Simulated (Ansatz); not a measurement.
# P2CO3: a closer look at a trial structure

This session takes a relaxed cell of P2CO3 and sets out to see whether it has a gap, which orbitals make up the states near it and how charge is shared.

Computed with Ansatz 0.2.0 (DFT PBE+D3(BJ), scalar-relativistic, plane waves, PAW, unless a step's input says otherwise).

1 further run of the same task is left out (set aside as unsound or not needed). Runs told in other sessions of the task aren't counted.

## (1) The starting structure

Symmetry: P6/mmm, No. 191, hexagonal system. The conventional cell has a = 5.234 Å, b = 5.234 Å, c = 2.749 Å, α = 90.00°, β = 90.00°, γ = 120.00°. Around P (site symmetry -6m2) lie 6 O at 2.04 Å. C (site symmetry 6/mmm) is surrounded by 2 C at 2.75 Å and 12 O at 2.96 Å and 6 P at 3.02 Å. O (site symmetry mmm) is surrounded by 4 P at 2.04 Å.

Coordinates:

```
CELL_PARAMETERS angstrom
5.23446 0.00000 0.00000
-2.61723 4.53317 0.00000
0.00000 0.00000 2.74905
ATOMIC_POSITIONS crystal
P 0.33333 0.66667 0.00000
P 0.66667 0.33333 0.00000
C 0.00000 0.00000 0.00000
O 0.50000 0.00000 0.50000
O 0.50000 0.50000 0.50000
O 0.00000 0.50000 0.50000
```

The cell was relaxed beforehand at this level, from a database cell with other species swapped in; it needn't be the stable form of this composition. At a tolerance of 0.05 Å it has space group P6/mmm (No. 191); it has 10.87 Å³/atom, an uncorrected energy of +0.87 eV/atom over the elements.

## (2) Static run: bands, density of states and charges

File input.yaml:

```yaml
crystal:
  lattice:
    - [5.2344558292, 0.0, 0.0]
    - [-2.6172279146, 4.5331717231, 0.0]
    - [0.0, 0.0, 2.7490486584]
  atoms:
    - { symbol: P, position: [0.3333333333, 0.6666666667, 0.0] }
    - { symbol: P, position: [0.6666666667, 0.3333333333, 0.0] }
    - { symbol: C, position: [0.0, 0.0, 0.0], spin: 1.68 }
    - { symbol: O, position: [0.5, 0.0, 0.5] }
    - { symbol: O, position: [0.5, 0.5, 0.5] }
    - { symbol: O, position: [0.0, 0.5, 0.5] }
basis:
  ecutwfc: 420
kpoints:
  mp_grid: { grid: [12, 12, 14] }
  band_path:
    path:
      - [[0.0, 0.0, 0.0], [0.5, 0.0, 0.0], [0.33333333, 0.33333333, 0.0], [0.0, 0.0, 0.0], [0.0, 0.0, 0.5], [0.5, 0.0, 0.5], [0.33333333, 0.33333333, 0.5], [0.0, 0.0, 0.5]]
      - [[0.5, 0.0, 0.5], [0.5, 0.0, 0.0]]
      - [[0.33333333, 0.33333333, 0.5], [0.33333333, 0.33333333, 0.0]]
    npoints: 14
hamiltonian:
  xc: pbe
  dispersion: d3bj
scf:
  occupations: { method: gaussian, width: 0.1 }
  n_extra_bands: 15
output:
  forces: true
  stress: true
  eigenvalues: true
  populations: true
  dos: { projected: true, de: 0.02, nscf_kmesh: { grid: [15, 15, 17] } }
  bader: true
  write_density: true
  write_potential: true
  elf: true
  volumetric_format: npy
magnetization:
  spin_polarized: true
checkpoint:
  read: start.run
  write: ck
  compress: false
  write_wavefunctions: false
  write_every: 100000
```

Run with:

```
$ ansatz run input.yaml --threads 1 --pin off --max-ram 2560MiB --backend cpu --events-out ev --progress --plain --runs-dir out
```

Q: Predict the outcome of this session. Wanted: gap; states at the Fermi level; Bader charges.

The runs gave:

| quantity | value |
| --- | --- |
| gap | none (metal) |
| states at the Fermi level | 3.11 per eV per cell |
| Bader charges | P +1.60, C -0.13, O -1.02 e |

In words: There is no gap at this level. Of the projected weight within 0.25 eV of the Fermi level, the largest part is C 2p (54 %) and O 2p (26 %). Bader charges go up to 1.6 e. Other magnetic orders were not searched.
